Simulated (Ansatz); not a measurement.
# YS: the cost of one run

Method: DFT PBEsol, with the methods named in each step, in Ansatz 0.2.0.

1 further run of the same task is left out (it didn't finish). Runs told in other sessions of the task aren't counted.

## 1. The system as given

Symmetry: Fm-3m, No. 225, cubic system. The conventional cell has a = 5.487 Å, b = 5.487 Å, c = 5.487 Å, α = 90.00°, β = 90.00°, γ = 90.00°. Y (site symmetry m-3m) is surrounded by 6 S at 2.74 Å. S (site symmetry m-3m) is surrounded by 6 Y at 2.74 Å.

Coordinates:

```xyz
2
Lattice="0.0000 2.7437 2.7437 2.7437 0.0000 2.7437 2.7437 2.7437 0.0000" Properties=species:S:1:pos:R:3 pbc="T T T"
Y     2.7437    2.7437    2.7437
S     0.0000    0.0000    0.0000
```

Atoms are numbered in the order of the input: Y1, S2.

## 2. Shortest bond scaled by 1, PAW

input.yaml

```yaml
crystal:
  lattice:
    - [0.0, 2.74365, 2.74365]
    - [2.74365, 0.0, 2.74365]
    - [2.74365, 2.74365, 0.0]
  atoms:
    - { symbol: "Y", position: [0.5, 0.5, 0.5] }
    - { symbol: S, position: [0.0, 0.0, 0.0] }
kpoints:
  mp_grid: { grid: [7, 7, 7] }
scf:
  occupations: { method: fermi_dirac, width: 0.03 }
hamiltonian:
  xc: pbesol
  pseudopotentials: { kind: paw }
output:
  forces: true
  stress: true
  eigenvalues: true
  populations: true
  write_density: true
  write_potential: true
  elf: true
  volumetric_format: npy
```

The run is started by

```console
$ ansatz run input.yaml --threads 1 --pin off --max-ram 2048MiB --backend cpu --events-out ev --progress --plain --runs-dir out
```

**Question.** How long does this run take on 1 thread of Arm Neoverse V1, shared host, and how much memory does it need?

About 1.4 s, with a peak of 0.28 GiB.
